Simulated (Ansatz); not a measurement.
# C: the cost of one run

Method: DFT r2SCAN, scalar-relativistic, plane waves, PAW, in Ansatz 0.2.0.

A COD entry behind a cell of this session may itself be a prediction, so a difference from it is no test against experiment.

### Step 1. The structure to begin with

Symmetry: P6_3/mmc, No. 194, hexagonal system. Conventional cell: a = 2.510 Å, b = 2.510 Å, c = 8.280 Å, α = 90.00°, β = 90.00°, γ = 120.00°. C (site symmetry 3m) is surrounded by 4 C at 1.54 Å. C (site symmetry 3m) has 4 C at 1.54 to 1.57 Å as nearest neighbours.

Coordinates:

```xyz
8
Lattice="2.5098 0.0000 0.0000 -1.2549 2.1736 0.0000 0.0000 0.0000 8.2803" Properties=species:S:1:pos:R:3 pbc="T T T"
C     0.0000    0.0000    0.7695
C     0.0000    0.0000    4.9097
C     0.0000    0.0000    3.3706
C     0.0000    0.0000    7.5108
C     0.0000    1.4491    1.2876
C     1.2549    0.7245    5.4277
C     0.0000    1.4491    2.8526
C     1.2549    0.7245    6.9928
```

It is the result of an earlier relaxation at this level (volume 5.65 Å³/atom; gap on the mesh: 4.80 eV).

### Step 2. Zero of the scan

Input file input.yaml:

```yaml
crystal:
  lattice:
    - [2.5098396887, 0.0, 0.0]
    - [-1.2549198443, 2.1735849298, 0.0]
    - [0.0, 0.0, 8.280324606]
  atoms:
    - { symbol: C, position: [0.0, 0.0, 0.0929334766] }
    - { symbol: C, position: [0.0, 0.0, 0.5929334766] }
    - { symbol: C, position: [0.0, 0.0, 0.4070665234] }
    - { symbol: C, position: [0.0, 0.0, 0.9070665234] }
    - { symbol: C, position: [0.3333333333, 0.6666666667, 0.1554962099] }
    - { symbol: C, position: [0.6666666667, 0.3333333333, 0.6554962099] }
    - { symbol: C, position: [0.3333333333, 0.6666666667, 0.3445037901] }
    - { symbol: C, position: [0.6666666667, 0.3333333333, 0.8445037901] }
basis:
  ecutwfc: 500
kpoints:
  mp_grid: { grid: [12, 12, 4] }
hamiltonian:
  xc: r2scan
scf:
  occupations: { method: gaussian, width: 0.05 }
output:
  forces: true
  stress: true
  eigenvalues: true
```

Command:

```
> ansatz run input.yaml --threads 2 --pin off --max-ram 5120MiB --backend cpu --events-out ev --progress --plain --runs-dir out
```

Q: Estimate wall time and peak memory on 2 threads of Arm Neoverse V2, shared host.

About 3 s, with a peak of 0.43 GiB.
